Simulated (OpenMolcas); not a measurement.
# Au⁴⁺ among point charges: CASSCF and CASPT2 levels and susceptibility

Aim: the splitting of the states of Au⁴⁺ in the field of 6 point charges, its lowest levels with spin-orbit coupling and its magnetic susceptibility.

Program: OpenMolcas 26.06. Level of theory: state-averaged CASSCF and CASPT2, spin-orbit coupling by RASSI with atomic mean-field integrals. These are calculated values, not measurements, unless marked.

## 1. What is computed

| Item | Value |
| --- | --- |
| Species | Au⁴⁺ (gold, Z = 79, 75 electrons) |
| Basis | ANO-RCC-VDZP [7s6p4d2f], 59 functions |
| Scalar Hamiltonian | DKH2, point nucleus |
| Inactive shells | 1s 2s 2p 3s 3p 3d 4s 4p 4d 4f 5s 5p |
| Active space | 7 electrons in 5 orbitals (5d) |
| Some configurations of this space | 5d7 |
| Orbitals | optimised for each spin and parity, averaged over all roots |

The outer shells:

5d7
```
5d [↑↓][↑↓][↑ ][↑ ][↑ ]
```

The ion sits among 6 point charges of -1.2 e arranged as a tetragonal octahedron (D4h), 1.93 Å from the ion, with the axial distance 2.200 Å.

Each step is its own input file, run in one work folder so that later steps find the files of earlier ones. Labels, J, g values, rates, χT and fits are worked out afterwards by a script from the matrices that RASSI stores. The input lists half of the charges; inversion (Group=XYZ) makes the rest.

## 2. Basis and integrals

File a.inp:

```
&GATEWAY
Coord
1

Au 0.0 0.0 0.0
Basis=ANO-RCC-VDZP
Group=XYZ
NoMove
AngMom=0.0 0.0 0.0
AMFI
XField
3 Angstrom 0
1.930000 0.000000 0.000000 -1.200000
0.000000 1.930000 0.000000 -1.200000
0.000000 0.000000 2.200200 -1.200000
&SEWARD
```

Command:

```
$ OMP_NUM_THREADS=1 MOLCAS_MEM=1689 MOLCAS_PROJECT=a pymolcas a.inp > a.log
```

## 3. CASSCF: quartets of even parity, 10 roots

File a.inp:

```
&RASSCF
FileOrb=start.orb
Symmetry=1
Spin=4
nActEl=7 0 0
Inactive=15 19
Ras2=5 0
CIRoot=10 10 1
SDav=10
CIMx=300
Iter=120 100
PrWF=0.3
OrbListing=Nothing
MaxOrb=0
>>> COPY $Project.JobIph JOB001
```

start.orb holds the contracted functions of the basis, ordered by shell, or the orbitals of the step before.

## 4. Reference wave functions, doublets of even parity, 40 roots

File a.inp:

```
&RASSCF
FileOrb=start.orb
Symmetry=1
Spin=2
nActEl=7 0 0
Inactive=15 19
Ras2=5 0
CIRoot=40 40 1
SDav=40
CIMx=300
Iter=120 100
PrWF=0.3
OrbListing=Nothing
MaxOrb=0
>>> COPY $Project.JobIph JOB002
```

## 5. RASSI: spin-orbit coupling between the states

File a.inp:

```
&RASSI
NrOfJobIphs=2 10 40
1 2 3 4 5 6 7 8 9 10
1 2 3 4 5 6 7 8 9 10 11 12 13 14 15 16 17 18 19 20 21 22 23 24 25 26 27
28 29 30 31 32 33 34 35 36 37 38 39 40
IphNames
JOB001
JOB002
EJob
SpinOrbit
DIPRint=1.0
SOCoupling=1000.0
Subsets=2
Property=9
'ANGMOM' 1 'ANGMOM' 2 'ANGMOM' 3 'MLTPL  1' 1 'MLTPL  1' 2 'MLTPL  1' 3
'AMFI' 1 'AMFI' 2 'AMFI' 3
SOProperty=3
'ANGMOM' 1 'ANGMOM' 2 'ANGMOM' 3
```

## 6. CASPT2: IPEA 0.25, imaginary shift 0.1 (closed shells correlated: 5s 5p)

File a.inp:

```
>>> COPY JOB001 $Project.JobIph
&CASPT2
Multistate=10 1 2 3 4 5 6 7 8 9 10
NoMult
Frozen=14 16
IPEA=0.25
Imaginary=0.1
MaxIter=60
WThr=0.0 0.3 0.05
PrWF=0.5
NoMix
>>> COPY JOB002 $Project.JobIph
&CASPT2
Multistate=40 1 2 3 4 5 6 7 8 9 10 11 12 13 14 15 16 17 18 19 20 21 22
23 24 25 26 27 28 29 30 31 32 33 34 35 36 37 38 39 40
NoMult
Frozen=14 16
IPEA=0.25
Imaginary=0.1
MaxIter=60
WThr=0.0 0.3 0.05
PrWF=0.5
NoMix
```

(Steps that only read results are left out.)

What does the calculation give? Wanted: spin-free ground state; first state of the same spin within the active space; lowest level; next level.

As calculated:

| quantity | value |
| --- | --- |
| method | SS-CASPT2, IPEA 0.25, imaginary shift 0.1 (closed shells correlated: 5s 5p) |
| spin-free ground state | 4A2, 1-fold in its orbital part |
| first state of the same spin within the active space | 4E at 1140 cm⁻¹ |
| lowest level | 2-fold E1/2, g = 1.49, 6.32, 6.32 |
| next level | 825.9 cm⁻¹ |
| χT at 300 K | 3.69 cm³ K/mol |
| effective moment at 300 K | 5.43 μB |

Cost by method:

```
                                              method  time of its own steps  time with the reference
                                           A. CASSCF                   11 s                     11 s
B. SS-CASPT2, IPEA 0.25, imaginary shift 0.1, +5s 5p                  4.1 s                     15 s
```

Times are of one thread on a shared host.

The spin-free ground state (4A2) comes to 96 % from free-ion F terms and keeps the highest spin of the shell. χT at 300 K is 3.69, against 1.88 cm³ K/mol for the spin alone, so orbital moment adds to it. An active space of the d shell alone favours high spin; real ions in strong fields can be low spin. The field of point charges can differ much from that of real complexes. With metal d orbitals alone active, the gaps between spin states are rough; where two lie within a few thousand cm-1, their order is open. This is an electrostatic model: the charges have no orbitals.
